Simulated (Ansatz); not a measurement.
**BLYP/STO-3G run of BrF (bromine fluoride)**

What is the vertical ionisation energy of BrF (bromine fluoride) at BLYP/STO-3G? 

The calculation is run with Ansatz 0.2.0.

44 further runs of the same task are left out: 6 that didn't finish, 38 set aside as unsound or not needed.

## (1) The molecule

BrF has 2 atoms, charge 0, and is taken as a singlet. SMILES: `FBr`. Geometry: relaxed at PBE0-D4/def2-TZVP.

Bond lengths: F1–Br2 1.754 Å.

## (2) A single-point energy at BLYP/STO-3G

The input, run.yaml:

```yaml
crystal:
  periodic: [false, false, false]
  atoms:
    - {symbol: F, position_ang: [-0.000000, -0.000000, 0.023210]}
    - {symbol: Br, position_ang: [0.000000, 0.000000, 1.776730]}
basis:
  gaussian:
    orbitals: STO-3G
hamiltonian:
  xc: {name: BLYP}
accuracy: high
```

Launch:

```bash
$ ansatz run run.yaml --threads 1 --pin off --max-ram 3480MiB --events-out events.jsonl --progress --plain --runs-dir runs
```

What it wrote:

```text
Warning: RAYON_NUM_THREADS=1 ignored (pool sized by the plan → 1); use --threads N
Functional definition: BLYP
  name "BLYP"
  parameter beta = 0.0042
  parameter a = 0.04918
  parameter b = 0.132
  parameter c = 0.2533
  parameter d = 0.349
  exchange = b88_x(beta = beta)
  correlation = lyp_c(a = a, b = b, c = c, d = d)
296 factors; integrals over basis functions are off by at most 8.4e-9 eV
mean field evaluation 1: about -71951.4327 eV, gradient 5.2e0 eV
mean field evaluation 2: about -71951.5036 eV, gradient 2.9e0 eV
mean field evaluation 4: about -71951.5377 eV, gradient 2.5e-2 eV
mean field evaluation 8: about -71951.5247 eV, gradient 3.9e-5 eV
mean field -71951.52470659 eV, -2644.1697624722 hartree, gradient 1.3e-9 eV, S^2 0.000000; 0 other end points of the search recorded, 0 dependent functions left out
reference -71951.52472895 eV, -2644.1697632938 hartree; 22, 22 occupied and 1, 1 virtual orbitals, 296 factors
Total energy: -71951.52472895 eV, -2644.1697632938 hartree
```

Wall time 0.38 s (1 thread of Intel Xeon 6975P-C (Granite Rapids), shared host).

## (3) The doublet cation, same level

The input, run.yaml:

```yaml
basis:
  gaussian: {orbitals: STO-3G}
crystal:
  periodic: [false, false, false]
  atoms:
    - {symbol: F, position_ang: [-0.000000, -0.000000, 0.023210]}
    - {symbol: Br, position_ang: [0.000000, 0.000000, 1.776730]}
total_charge: 1
magnetization: {spin_polarized: true, initial_magnetization: 1}
hamiltonian: {xc: {name: BLYP}}
accuracy: high
```

Launch:

```bash
$ ansatz run run.yaml --threads 1 --pin off --max-ram 3480MiB --events-out events.jsonl --progress --plain --runs-dir runs
```

What it wrote (excerpt; [...] marks lines left out):

```text
Warning: RAYON_NUM_THREADS=1 ignored (pool sized by the plan → 1); use --threads N
[... 9 set-up lines as earlier in the session ...]
296 factors; integrals over basis functions are off by at most 8.4e-9 eV
mean field evaluation 1: about -71937.6511 eV, gradient 2.3e1 eV
mean field evaluation 2: about -71913.5033 eV, gradient 4.2e1 eV
mean field evaluation 4: about -71942.2775 eV, gradient 1.1e1 eV
mean field evaluation 8: about -71943.2454 eV, gradient 1.8e-1 eV
mean field evaluation 16: about -71943.2333 eV, gradient 5.3e-8 eV
mean field evaluation 32: about -71943.2269 eV, gradient 9.9e-1 eV
mean field -71943.23331937 eV, -2643.8650596119 hartree, gradient 2.5e-8 eV, S^2 0.750065; 1 other end points of the search recorded, 0 dependent functions left out
reference -71943.23334084 eV, -2643.8650604008 hartree; 22, 21 occupied and 1, 2 virtual orbitals, 296 factors
Total energy: -71943.23334084 eV, -2643.8650604008 hartree
```

It took 1.1 s on 1 thread of Intel Xeon 6975P-C (Granite Rapids), shared host.

## (4) Outcome

At BLYP/STO-3G:

| quantity | value |
| --- | --- |
| singlet BrF: total energy | -2644.16976 Eh |
| doublet cation: total energy | -2643.86506 Eh |
| doublet cation: ⟨S²⟩ | 0.750 |
| vertical ionisation energy (to the doublet cation) | 8.291 eV |

In words: The vertical ionisation energy comes to 8.29 eV (191 kcal/mol). In a minimal basis such a difference can be off by several eV, whatever the method.
